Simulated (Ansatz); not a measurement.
# Trimethylaluminium (TMA) (C₃H₉Al): how energies converge with the basis set

One table from this session's results is given with a row withheld; the runs are named, their logs left out.

The runs use Ansatz 0.2.0, Gaussian basis; one geometry, several basis sets.

Plan: PBE0-D4/def2-SVP; ωB97M-V/def2-SVP; PBE0-D4/def2-QZVPP; ωB97M-V/def2-QZVPP; the functionals' def2-TZVPP values are taken from earlier runs.

## The relaxed structure

All runs share one geometry, relaxed beforehand with PBE0-D4 in a triple-zeta def2 set.

SMILES `[CH3][Al]([CH3])[CH3]`, 13 atoms, charge 0, spin multiplicity 1.

Atoms are counted from 1 here; the program's logs count them from 0.

Bond lengths: C1–Al2 1.959 Å, C1–H5 1.094 Å, C1–H6 1.097 Å, C1–H7 1.094 Å, Al2–C3 1.959 Å, Al2–C4 1.959 Å, C3–H8 1.094 Å, C3–H9 1.094 Å, C3–H10 1.097 Å, C4–H11 1.094 Å, C4–H12 1.097 Å, C4–H13 1.094 Å. Angles: Al2–C1–H5 112.6°, Al2–C1–H6 109.9°, Al2–C1–H7 112.7°, H5–C1–H6 106.5°, H5–C1–H7 108.2°, H6–C1–H7 106.5°, C1–Al2–C3 119.9°, C1–Al2–C4 120.0°, C3–Al2–C4 120.0°, Al2–C3–H8 112.6°, Al2–C3–H9 112.8°, Al2–C3–H10 109.9°, H8–C3–H9 108.2°, H8–C3–H10 106.4°, H9–C3–H10 106.6°, Al2–C4–H11 112.7°, Al2–C4–H12 109.9°, Al2–C4–H13 112.7° and more.

Set-up of the first run:

in.yaml

```yaml
crystal:
  periodic: [false, false, false]
  atoms:
    - {symbol: C, position_ang: [-0.494490, 1.701559, -0.824675]}
    - {symbol: Al, position_ang: [0.041463, -0.007262, -0.031427]}
    - {symbol: C, position_ang: [1.223870, -0.029421, 1.529984]}
    - {symbol: C, position_ang: [-0.684627, -1.684944, -0.734716]}
    - {symbol: H, position_ang: [0.273404, 2.473490, -0.720219]}
    - {symbol: H, position_ang: [-1.390178, 2.083751, -0.319277]}
    - {symbol: H, position_ang: [-0.748790, 1.614263, -1.884805]}
    - {symbol: H, position_ang: [1.930268, 0.805750, 1.534370]}
    - {symbol: H, position_ang: [1.793685, -0.958912, 1.616277]}
    - {symbol: H, position_ang: [0.631301, 0.060371, 2.448976]}
    - {symbol: H, position_ang: [-0.920369, -1.628757, -1.801257]}
    - {symbol: H, position_ang: [-1.622237, -1.930915, -0.220739]}
    - {symbol: H, position_ang: [-0.012801, -2.533670, -0.577693]}
basis:
  gaussian: {orbitals: def2-SVP}
hamiltonian: {xc: pbe0, dispersion: d4}
output: {orbitals: {seedname: orbitals}}
```

Command:

```
$ ansatz run in.yaml --threads 4 --pin off --events-out ev --progress --plain --max-ram 10444MiB
```

Steps of the session up to this table: PBE0-D4 in def2-SVP; ωB97M-V in def2-SVP; PBE0-D4 in def2-QZVPP; ωB97M-V in def2-QZVPP.

One table of the session follows, with a row left open; its other results are not shown here.

It belongs to the step «Density functionals: the series». 

| functional | basis | HOMO (eV) | LUMO (eV) |
| --- | --- | --- | --- |
| PBE0-D4 | def2-SVP | -7.49 | -0.32 |
| PBE0-D4 | def2-TZVPP | -7.53 | -0.37 |
| PBE0-D4 | def2-QZVPP | -7.54 | -0.43 |
| ωB97M-V | def2-SVP | ? | ? |
| ωB97M-V | def2-TZVPP | -9.78 | 1.14 |
| ωB97M-V | def2-QZVPP | -9.78 | 0.84 |

**Question.** Estimate the row for ωB97M-V, def2-SVP.

**Answer.** HOMO (eV): -9.74; LUMO (eV): 1.31. In the column «HOMO (eV)» it lies between ωB97M-V, def2-QZVPP (-9.78) and PBE0-D4, def2-QZVPP (-7.54).
